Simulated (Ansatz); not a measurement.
**Sn3Te: one candidate of a structure search**

Where does this trial cell of Sn3Te go when cell and atoms are let free?

Program: Ansatz 0.2.0. Level of theory: DFT PBE, scalar-relativistic, plane waves, PAW. These are calculated values, not measurements.

**1. The starting structure**

The structure is cubic, space group Pm-3m (No. 221). The conventional cell has a = 4.866 Å, b = 4.866 Å, c = 4.866 Å, α = 90.00°, β = 90.00°, γ = 90.00°. Sn (site symmetry 4/mmm) is surrounded by 8 Sn at 3.44 Å and 4 Te at 3.44 Å. Te (site symmetry m-3m) is surrounded by 12 Sn at 3.44 Å.

Coordinates:

```xyz
4
Lattice="4.8656 0.0000 0.0000 0.0000 4.8656 0.0000 0.0000 0.0000 4.8656" Properties=species:S:1:pos:R:3 pbc="T T T"
Sn    2.4328    2.4328    0.0000
Sn    2.4328    0.0000    2.4328
Sn    0.0000    2.4328    2.4328
Te    0.0000    0.0000    0.0000
```

The start is a polymorph listed in a database, not an invented cell.

**2. Probe: one point on a coarse mesh**

Contents of input.yaml:

```yaml
crystal:
  lattice:
    - [4.86562204, 0.0, 0.0]
    - [0.0, 4.86562204, 0.0]
    - [0.0, 0.0, 4.86562204]
  atoms:
    - { symbol: Sn, position: [0.5, 0.5, 0.0] }
    - { symbol: Sn, position: [0.5, 0.0, 0.5] }
    - { symbol: Sn, position: [0.0, 0.5, 0.5] }
    - { symbol: Te, position: [0.0, 0.0, 0.0] }
basis:
  ecutwfc: 420
kpoints:
  mp_grid: { grid: [4, 4, 4] }
hamiltonian:
  xc: pbe
scf:
  occupations: { method: gaussian, width: 0.1 }
  lower_state_search: "off"
output:
  forces: true
  stress: true
  eigenvalues: true
```

Launch:

```sh
$ ansatz run input.yaml --threads 1 --pin off --max-ram 2560MiB --backend cpu --events-out ev --progress --plain --runs-dir out
```

Further runs follow: relaxation on the finer mesh.

Q: Predict the outcome of this session. Wanted: conventional cell; volume; energy over the elements, grey Sn; gap on the mesh.

As calculated:

| quantity | value |
| --- | --- |
| symmetry at the end (tolerance 0.05 Å) | space group Pm-3m (No. 221) |
| conventional cell | a = 4.878 Å, b = 4.878 Å, c = 4.878 Å, α = 90.00°, β = 90.00°, γ = 90.00° |
| volume | 29.01 Å³/atom |
| energy over the elements, grey Sn | +0.08 eV/atom |
| gap on the mesh | none (metal) |

In words: The space group Pm-3m (No. 221) is kept, and the volume per atom grows by 0.8 % from the first guess. The formation energy is positive, so the separate elements lie lower. No finished test with a distortion of lower symmetry is shown, so the end may be a saddle point. The runs treat Te without spin-orbit coupling.
